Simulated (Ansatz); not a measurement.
# CH6AlNSi: the cost of one run

Method: UKS PBE0/def2-SVP, in Ansatz 0.2.0.

## (1) Starting point

Bond lengths: C1–N2 1.447 Å, N2–Si3 1.770 Å, C1–Al4 1.997 Å, Si3–Al4 2.292 Å, C1–H5 1.164 Å, C1–H6 1.150 Å, N2–H7 1.070 Å, Si3–H8 1.420 Å, Si3–H9 1.531 Å, Al4–H10 1.525 Å. Angles (14 of 18 angles, heavy atoms first): C1–N2–Si3 97.9°, N2–C1–Al4 107.3°, N2–Si3–Al4 85.9°, C1–Al4–Si3 68.8°, C1–N2–H7 108.1°, Si3–N2–H7 106.3°, N2–C1–H5 108.9°, N2–C1–H6 111.7°, Al4–C1–H5 112.1°, Al4–C1–H6 112.1°, N2–Si3–H8 113.8°, N2–Si3–H9 110.4°, Al4–Si3–H8 116.8°, Al4–Si3–H9 112.9°.

Coordinates:

```xyz
10

C    -0.6296    0.8054   -0.5233
N    -0.6312    0.5387    0.8993
Si    0.2333   -1.0049    0.8572
Al    0.4293   -0.6450   -1.3976
H    -1.7295    0.8334   -0.9024
H    -0.2107    1.8505   -0.7598
H     0.0274    1.2390    1.3693
H    -0.5544   -2.1145    1.2616
H     1.5685   -0.8888    1.5964
H     1.5800   -0.6649   -2.3976
```

## (2) End point A

File input.yaml:

```yaml
crystal:
  periodic: [false, false, false]
  atoms:
    - { symbol: C, position_ang: [-0.6296, 0.8054, -0.5233] }
    - { symbol: "N", position_ang: [-0.6312, 0.5387, 0.8993] }
    - { symbol: Si, position_ang: [0.2333, -1.0049, 0.8572] }
    - { symbol: Al, position_ang: [0.4293, -0.645, -1.3976] }
    - { symbol: H, position_ang: [-1.7295, 0.8334, -0.9024] }
    - { symbol: H, position_ang: [-0.2107, 1.8505, -0.7598] }
    - { symbol: H, position_ang: [0.0274, 1.239, 1.3693] }
    - { symbol: H, position_ang: [-0.5544, -2.1145, 1.2616] }
    - { symbol: H, position_ang: [1.5685, -0.8888, 1.5964] }
    - { symbol: H, position_ang: [1.58, -0.6649, -2.3976] }
magnetization:
  spin_polarized: true
basis:
  gaussian: { orbitals: def2-SVP }
hamiltonian:
  xc: pbe0
relax:
  f_tol: 0.02
  max_steps: 50
output:
  orbitals: {}
```

Command:

```
> ansatz run input.yaml --threads 2 --pin off --max-ram 3072MiB --backend cpu --events-out ev --progress --plain --runs-dir out
```

**Question.** How long does this run take on 2 threads of Arm Neoverse V1, shared host, and how much memory does it need?

About 62 s, with a peak of 0.26 GiB.
